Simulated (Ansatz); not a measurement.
# C₂H₈OSSi: basis-set convergence

Aim: see how fast density functionals converge with the basis set for C₂H₈OSSi.

The runs use Ansatz 0.2.0, Gaussian basis; one geometry, several basis sets.

The runs, in order: PBE0-D4/def2-SVP; ωB97M-V/def2-SVP; PBE0-D4/def2-QZVPP; ωB97M-V/def2-QZVPP; the functionals' def2-TZVPP values are taken from earlier runs.

## (1) Structure used throughout

An earlier PBE0-D4 in a triple-zeta def2 set relaxation fixed the geometry.

SMILES `CSC[SiH2]O`, 13 atoms, charge 0, spin multiplicity 1.

Atoms are counted from 1 here; the program's logs count them from 0.

Bond lengths: C1–S2 1.798 Å, C1–H6 1.090 Å, C1–H7 1.090 Å, C1–H8 1.091 Å, S2–C3 1.813 Å, C3–Si4 1.881 Å, C3–H9 1.094 Å, C3–H10 1.094 Å, Si4–O5 1.644 Å, Si4–H11 1.490 Å, Si4–H12 1.484 Å, O5–H13 0.964 Å. Angles: S2–C1–H6 106.6°, S2–C1–H7 112.2°, S2–C1–H8 110.6°, H6–C1–H7 108.9°, H6–C1–H8 108.8°, H7–C1–H8 109.7°, C1–S2–C3 100.9°, S2–C3–Si4 110.5°, S2–C3–H9 105.1°, S2–C3–H10 110.1°, Si4–C3–H9 109.0°, Si4–C3–H10 114.4°, H9–C3–H10 107.2°, C3–Si4–O5 108.3°, C3–Si4–H11 109.3°, C3–Si4–H12 111.5°, O5–Si4–H11 111.6°, O5–Si4–H12 107.5° and more.

## (2) PBE0-D4 in def2-SVP

File in.yaml:

```yaml
crystal:
  periodic: [false, false, false]
  atoms:
    - {symbol: C, position_ang: [-1.636368, 0.811269, 0.814328]}
    - {symbol: S, position_ang: [0.087167, 1.320850, 0.867712]}
    - {symbol: C, position_ang: [0.921615, -0.283405, 0.739205]}
    - {symbol: Si, position_ang: [0.817478, -0.941938, -1.019541]}
    - {symbol: O, position_ang: [1.190894, 0.282320, -2.051514]}
    - {symbol: H, position_ang: [-2.231915, 1.721796, 0.885926]}
    - {symbol: H, position_ang: [-1.885564, 0.299167, -0.115267]}
    - {symbol: H, position_ang: [-1.873558, 0.168038, 1.663529]}
    - {symbol: H, position_ang: [1.968653, -0.080941, 0.983099]}
    - {symbol: H, position_ang: [0.539132, -0.967875, 1.501462]}
    - {symbol: H, position_ang: [-0.554064, -1.469570, -1.266485]}
    - {symbol: H, position_ang: [1.795397, -2.034163, -1.250781]}
    - {symbol: H, position_ang: [0.881734, 1.139750, -1.736872]}
basis:
  gaussian: {orbitals: def2-SVP}
hamiltonian: {xc: pbe0, dispersion: d4}
output: {orbitals: {seedname: orbitals}}
```

Further steps of the session: ωB97M-V in def2-SVP; PBE0-D4 in def2-QZVPP; ωB97M-V in def2-QZVPP.

**Question.** What will the summary of the whole plan be? Wanted: PBE0-D4: double and triple zeta above quadruple; ωB97M-V: double and triple zeta above quadruple.

As calculated:

| quantity | value |
| --- | --- |
| PBE0-D4: double and triple zeta above quadruple | 12.62, 0.86 eV |
| ωB97M-V: double and triple zeta above quadruple | 12.79, 0.82 eV |

**Reading.** PBE0-D4 gains 11.76 eV from double to triple zeta, then 0.86 eV more. These are total energies; as a rule much of such shifts cancels in differences, which this series doesn't test. The LUMO of ωB97M-V is positive and keeps falling with the basis (2.71 to 1.48 eV): an unbound level that the basis holds in place.
